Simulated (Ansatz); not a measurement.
# CH₅FNSn radical: a ladder of functionals and wavefunction methods

How much do the methods differ for CH₅FNSn radical? The plan is to run it at one geometry with functionals of several rungs and with coupled cluster, and see how far each lands from CCSD(T) at the basis-set limit for the atomisation energy.

Program: Ansatz 0.2.0, Gaussian basis. Level of theory: functionals in def2-TZVPP, the program's frozen cores in correlated methods. These are calculated values, not measurements.

Levels to be run: LDA (SPW92), PBE-D4, revPBE-D4, BLYP-D4, r2SCAN-D4, B97M-V, PBE0-D4, B3LYP-D4, r2SCANh-D4, r2SCAN0-D4, HSE06-D4, BHLYP-D4, CAM-B3LYP-D4, LC-ωPBE, ωB97X-V, ωB97M-V, B2PLYP, PBE-QIDH; CCSD(T)/def2-SVP; CCSD(T)/def2-TZVPP; MP2/def2-QZVPP; extrapolation to the limit; RPA on PBE.

1 further run of the same task is left out (for a known fault of the program). Runs told in other sessions of the task aren't counted.

## Step 1: The geometry

An earlier PBE0-D4 in a triple-zeta def2 set relaxation fixed the geometry. Sn takes the def2 core potential; no spin-orbit term is included.

SMILES `C[NH][SnH][F]`, 9 atoms, charge 0, spin multiplicity 2.

Atoms are counted from 1 here; the program's logs count them from 0.

Bond lengths: C1–N2 1.446 Å, C1–H5 1.096 Å, C1–H6 1.097 Å, C1–H7 1.093 Å, N2–Sn3 2.041 Å, N2–H8 1.013 Å, Sn3–F4 1.940 Å, Sn3–H9 1.750 Å. Angles: N2–C1–H5 109.9°, N2–C1–H6 114.2°, N2–C1–H7 110.1°, H5–C1–H6 107.5°, H5–C1–H7 107.0°, H6–C1–H7 107.7°, C1–N2–Sn3 123.5°, C1–N2–H8 112.1°, Sn3–N2–H8 113.0°, N2–Sn3–F4 97.6°, N2–Sn3–H9 105.3°, F4–Sn3–H9 104.0°.

## Step 2: LDA

This LDA is Slater exchange with PW92 correlation.

in.yaml reads:

```yaml
crystal:
  periodic: [false, false, false]
  atoms:
    - {symbol: C, position_ang: [-0.717689, 0.777802, -0.838796]}
    - {symbol: N, position_ang: [0.109298, -0.316319, -0.382095]}
    - {symbol: Sn, position_ang: [0.421217, -0.747862, 1.587993]}
    - {symbol: F, position_ang: [1.497864, -2.341506, 1.333988]}
    - {symbol: H, position_ang: [-0.416908, 1.076639, -1.849183]}
    - {symbol: H, position_ang: [-1.790456, 0.549063, -0.867645]}
    - {symbol: H, position_ang: [-0.579989, 1.648837, -0.193044]}
    - {symbol: H, position_ang: [-0.001979, -1.143860, -0.956006]}
    - {symbol: H, position_ang: [1.567041, 0.450908, 2.147788]}
basis:
  gaussian: {orbitals: def2-TZVPP}
magnetization: {spin_polarized: true, initial_magnetization: 1}
hamiltonian: {xc: lda}
output: {orbitals: {seedname: orbitals}}
```

On the command line:

```sh
ansatz run in.yaml --threads 4 --pin off --events-out ev --progress --plain --max-ram 10444MiB
```

Further steps of the session: PBE-D4 (GGA); revPBE-D4 (GGA); BLYP-D4 (GGA); r2SCAN-D4 (meta-GGA); B97M-V (meta-GGA); B3LYP-D4 (hybrid); r2SCANh-D4 (hybrid); r2SCAN0-D4 (hybrid); HSE06-D4 (hybrid); BHLYP-D4 (hybrid); CAM-B3LYP-D4 (range-separated); LC-ωPBE (range-separated); ωB97X-V (range-separated); ωB97M-V (range-separated); B2PLYP (double hybrid); PBE-QIDH (double hybrid); CCSD(T) in def2-SVP; CCSD(T) in def2-TZVPP; MP2 in def2-QZVPP; RPA on PBE orbitals.

Q: Predict the results of all the runs planned. Wanted: atomisation energy, CCSD(T)/CBS; farthest beyond LDA; mean size of error, GGA; mean size of error, meta-GGA; mean size of error, hybrid; mean size of error, range-separated; mean size of error, double hybrid; gap, smallest and largest; T1 diagnostic.

As calculated:

```
                               quantity                                                                                               value
        atomisation energy, CCSD(T)/CBS                                                                                      696.4 kcal/mol
functionals within 7.0 kcal/mol (1.0 %)  revPBE-D4, r2SCAN-D4, B97M-V, PBE0-D4, B3LYP-D4, HSE06-D4, CAM-B3LYP-D4, LC-ωPBE, ωB97X-V, ωB97M-V
                    farthest beyond LDA                                                                           BHLYP-D4 (-26.6 kcal/mol)
                mean size of error, GGA                                                                                        8.8 kcal/mol
           mean size of error, meta-GGA                                                                                        2.4 kcal/mol
             mean size of error, hybrid                                                                                        9.9 kcal/mol
    mean size of error, range-separated                                                                                        3.2 kcal/mol
      mean size of error, double hybrid                                                                                       11.9 kcal/mol
              gap, smallest and largest                                                            0.67 eV (LDA (SPW92)), 7.50 eV (LC-ωPBE)
                          T1 diagnostic                                                                                              0.0192
triples share of the correlation energy                                                                                               3.3 %
```

**Reading.** LDA overbinds by 111.1 kcal/mol (16 %). PBE-D4 misses by +16.8 kcal/mol. Double hybrids carry the basis error of their MP2 part in triple zeta, and no dispersion term here, so their miss is partly the set-up's. The rungs meta-GGA, range-separated miss on average by less than the doubt on the reference (7.0 kcal/mol), so they tie. The reference freezes the cores and leaves out spin-orbit coupling and excitations past (T), and its outer-core shells are covered unevenly, so misses under about 7.0 kcal/mol can't be ranked. All levels share the lack of spin-orbit coupling, which lowers the free heavy atoms and so the true binding. Hartree-Fock recovers 68 % of the binding; the rest is correlation. CCSD(T) in def2-SVP is off by -54.3 kcal/mol, which most functionals beat. The gap grows from 0.7 to 7.5 eV across the functionals, mostly with the share of exact exchange. Correlated methods include outer-core shells of Sn, which these sets cover unevenly.
